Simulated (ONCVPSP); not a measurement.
# Pseudopotential generation for Tm: ONCV, PBE

Aim: build the potential from the settings below, then test how well it stands in for the atom: other configurations, scattering, ghost states and the plane-wave cutoff that it needs.

Program: ONCVPSP 4.0.1. Reference atom: PBE, scalar-relativistic, spherical and spin-unpolarised. All values are calculated.

## 1. The atom and the settings

Typed settings, in words:

```
element                 : thulium (Tm, Z = 69)
type                    : optimised norm-conserving Vanderbilt (ONCV)
frozen core             : [Kr] 4d10
valence charge          : 23
reference configuration : 4f13 5s2 5p6 6s2
partial waves           : 5s+6s: rc 1.75 bohr, ncon 4, nbas 8, qcut 8.3 1/bohr, 2 projectors; 5p: rc 1.45 bohr, ncon 4, nbas 9, qcut 4.6 1/bohr, 2 projectors, debl 3.2 Ha; d scattering state at 0.28 Ha: rc 1.55 bohr, ncon 3, nbas 6, qcut 5.6 1/bohr, 1 projector; 4f: rc 0.75 bohr, ncon 4, nbas 9, qcut 20.4 1/bohr, 2 projectors, debl 3.9 Ha
local potential         : polynomial inside 0.60 bohr (lpopt 5, dvloc0 0 Ha)
core correction         : Teter function fitted to the true core (icmod 2), fcfact 0.25
```

The outer shells as boxes (Hund's rule for the drawing; the calculation is spin-unpolarised):

```
[Kr] core
4d [↑↓][↑↓][↑↓][↑↓][↑↓]
4f [↑↓][↑↓][↑↓][↑↓][↑↓][↑↓][↑ ]
5s [↑↓]
5p [↑↓][↑↓][↑↓]
6s [↑↓]
```

An earlier all-electron run gives the scale for the radii.

All-electron outer shells of the reference configuration (PBE, scalar-relativistic, ld1.x):

```csv
shell,level (eV),outermost node (bohr),outermost maximum (bohr)
5s,-53.37,0.59,1.10
5p,-26.90,0.63,1.26
6s,-3.87,1.49,3.33
4f,-3.09,–,0.50
6p,-1.12,1.84,4.67
5d,-0.79,0.72,2.12
```

## 2. Generation

File Tm.dat:

```
# ATOM AND REFERENCE CONFIGURATION
# atsym  z   nc   nv     iexc    psfile
  Tm 69.00    9    4        4      upf
#
#   n    l    f
    1    0    2.00
    2    0    2.00
    2    1    6.00
    3    0    2.00
    3    1    6.00
    3    2   10.00
    4    0    2.00
    4    1    6.00
    4    2   10.00
    4    3   13.00
    5    0    2.00
    5    1    6.00
    6    0    2.00
#
# PSEUDOPOTENTIAL AND OPTIMIZATION
# lmax
    3
#
#   l,   rc,      ep,       ncon, nbas, qcut
    0    1.75    0.00    4    8    8.30
    1    1.45    0.00    4    9    4.60
    2    1.55    0.28    3    6    5.60
    3    0.75    0.00    4    9   20.40
#
# LOCAL POTENTIAL
# lloc, lpopt,  rc(5),   dvloc0
    4    5    0.60    0.00
#
# VANDERBILT-KLEINMAN-BYLANDER PROJECTORs
# l, nproj, debl
    0    2    1.10
    1    2    3.20
    2    1    3.40
    3    2    3.90
#
# MODEL CORE CHARGE
# icmod, fcfact, rcfact
    2    0.25    1.05
#
# LOG DERIVATIVE ANALYSIS
# epsh1, epsh2, depsh
   -3.00    5.00    0.02
#
# OUTPUT GRID
# rlmax, drl
    6.00    0.01
#
# TEST CONFIGURATIONS
# ncnf
    4
# nvcnf
#   n    l    f
    4
    4    3   13.00
    5    0    2.00
    5    1    6.00
    6    0    1.00
#
    4
    4    3   13.00
    5    0    2.00
    5    1    6.00
    6    0    0.00
#
    4
    4    3   12.00
    5    0    2.00
    5    1    6.00
    6    0    0.00
#
    5
    4    3   13.00
    5    0    2.00
    5    1    6.00
    6    0    0.00
    5    2    1.00
#
```

Command:

```console
oncvpsp.x < Tm.dat > Tm.out
```

What does the calculation give? Wanted: cutoffs for 1 and 0.1 mHa per electron, occupied waves; bound ghosts; GHOST(+) flags; largest phase difference near zero energy, channels read; rms error of d²Exc/dn², without and with the model core; projector energies reset by the program.

The runs gave:

| quantity | value |
| --- | --- |
| cutoffs for 1 and 0.1 mHa per electron, occupied waves | 194 Ha and 820 Ha |
| bound ghosts | s at -1081.37 eV, p at -288.50 eV, d at -77.53 eV |
| GHOST(+) flags | s at 201 eV |
| largest phase difference near zero energy, channels read | 0.000 rad |
| rms error of d²Exc/dn², without and with the model core | 5.11 and 2.04 mHa |
| projector energies reset by the program | d: 0.050 Ha |

**Reading.** A bound ghost (s, p, d) makes it unfit for use: electrons can fall into a state that the atom doesn't have. The potential is very hard: the looser tolerance needs 194 Ha. The tighter tolerance needs 820 Ha, and converged work needs a cutoff nearer that. At the looser tolerance the 4f wave is the slowest; 5p needs 98 Ha. Near zero energy the phases of the channels with partial waves agree within 0.001 rad. The pseudo curves have a pole with no partner nearby in the atom's: d at -2.83 Ha. The program also flags highly localised states, GHOST(+) (s). All of this concerns the isolated atom, not yet a solid.
